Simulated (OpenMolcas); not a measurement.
# Pd²⁺ among point charges: CASSCF levels and susceptibility

Aim: the splitting of the states of Pd²⁺ in the field of 6 point charges, its lowest levels with spin-orbit coupling and its magnetic susceptibility.

The numbers are computed with OpenMolcas 26.06 (state-averaged CASSCF, spin-orbit coupling by RASSI with atomic mean-field integrals), except any that are marked as measured or tabulated.

1 further run of the same task is left out (it didn't finish).

## Step 1: Starting point

- Species: Pd²⁺ (palladium, Z = 46, 44 electrons)
- Basis: ANO-RCC-VDZP [6s5p3d1f], 43 functions
- Scalar Hamiltonian: DKH2, point nucleus
- Inactive shells: 1s 2s 2p 3s 3p 3d 4s 4p
- Active space: 8 electrons in 5 orbitals (4d)
- Some configurations of this space: 4d⁸
- Orbitals: optimised for each spin and parity, averaged over all roots

The outer shells:

4d8
```
4d [↑↓][↑↓][↑↓][↑ ][↑ ]
```

The ion sits among 6 point charges of -1.7 e arranged as a trigonal antiprism (D3d), 2.14 Å from the ion, with a polar angle of 48.7° against the regular 54.74°. The active orbitals were held to one l.

Each step is its own input file, run in one work folder so that later steps find the files of earlier ones. Labels, J, g values, rates, χT and fits are worked out afterwards by a script from the matrices that RASSI stores. The input lists half of the charges; inversion (Group=XYZ) makes the rest.

## Step 2: GATEWAY and SEWARD: basis and integrals

a.inp

```
&GATEWAY
Coord
1

Pd 0.0 0.0 0.0
Basis=ANO-RCC-VDZP
Group=XYZ
NoMove
AngMom=0.0 0.0 0.0
AMFI
XField
3 Angstrom 0
0.000000 1.608067 1.411991 -1.700000
1.392627 -0.804034 1.411991 -1.700000
1.392627 0.804034 -1.411991 -1.700000
&SEWARD
```

Launch:

```bash
$ OMP_NUM_THREADS=1 MOLCAS_MEM=1689 MOLCAS_PROJECT=a pymolcas a.inp > a.log
```

## Step 3: CASSCF: triplets of even parity, 10 roots

a.inp

```
&RASSCF
FileOrb=start.orb
Symmetry=1
Spin=3
nActEl=8 0 0
Inactive=9 9
Ras2=5 0
CIRoot=10 10 1
SDav=10
CIMx=300
Iter=120 100
PrWF=0.3
OrbListing=Nothing
MaxOrb=0
SupSym
1
15 4 5 6 7 8 10 11 12 13 14 17 18 19 20 21
0
>>> COPY $Project.JobIph JOB001
```

start.orb holds the contracted functions of the basis, ordered by shell, or the orbitals of the step before.

## Step 4: Reference wave functions, singlets of even parity, 15 roots

a.inp

```
&RASSCF
FileOrb=start.orb
Symmetry=1
Spin=1
nActEl=8 0 0
Inactive=9 9
Ras2=5 0
CIRoot=15 15 1
SDav=15
CIMx=300
Iter=120 100
PrWF=0.3
OrbListing=Nothing
MaxOrb=0
SupSym
1
15 4 5 6 7 8 10 11 12 13 14 17 18 19 20 21
0
>>> COPY $Project.JobIph JOB002
```

## Step 5: RASSI: spin-orbit coupling between the states

a.inp

```
&RASSI
NrOfJobIphs=2 10 15
1 2 3 4 5 6 7 8 9 10
1 2 3 4 5 6 7 8 9 10 11 12 13 14 15
IphNames
JOB001
JOB002
EJob
SpinOrbit
DIPRint=1.0
SOCoupling=1000.0
Subsets=2
Property=9
'ANGMOM' 1 'ANGMOM' 2 'ANGMOM' 3 'MLTPL  1' 1 'MLTPL  1' 2 'MLTPL  1' 3
'AMFI' 1 'AMFI' 2 'AMFI' 3
SOProperty=3
'ANGMOM' 1 'ANGMOM' 2 'ANGMOM' 3
```

Before running it: what results should come out? Wanted: spin-free ground state; first state of the same spin within the active space; lowest level; next level.

As calculated:

| quantity | value |
| --- | --- |
| method | CASSCF |
| spin-free ground state | 3A2, 1-fold in its orbital part |
| first state of the same spin within the active space | 3E at 5530 cm⁻¹ |
| lowest level | 1-fold A1 |
| next level | 224.3 cm⁻¹ |
| χT at 300 K | 1.98 cm³ K/mol |
| effective moment at 300 K | 3.98 μB |

In words: The spin-free ground state (3A2) comes to 97 % from free-ion F terms and keeps the highest spin of the shell. χT at 300 K is 1.98, against 1.00 cm³ K/mol for the spin alone, so orbital moment adds to it. The field of point charges can differ much from that of real complexes. Point charges carry no covalency, so the field is a model and not that of real ligands.
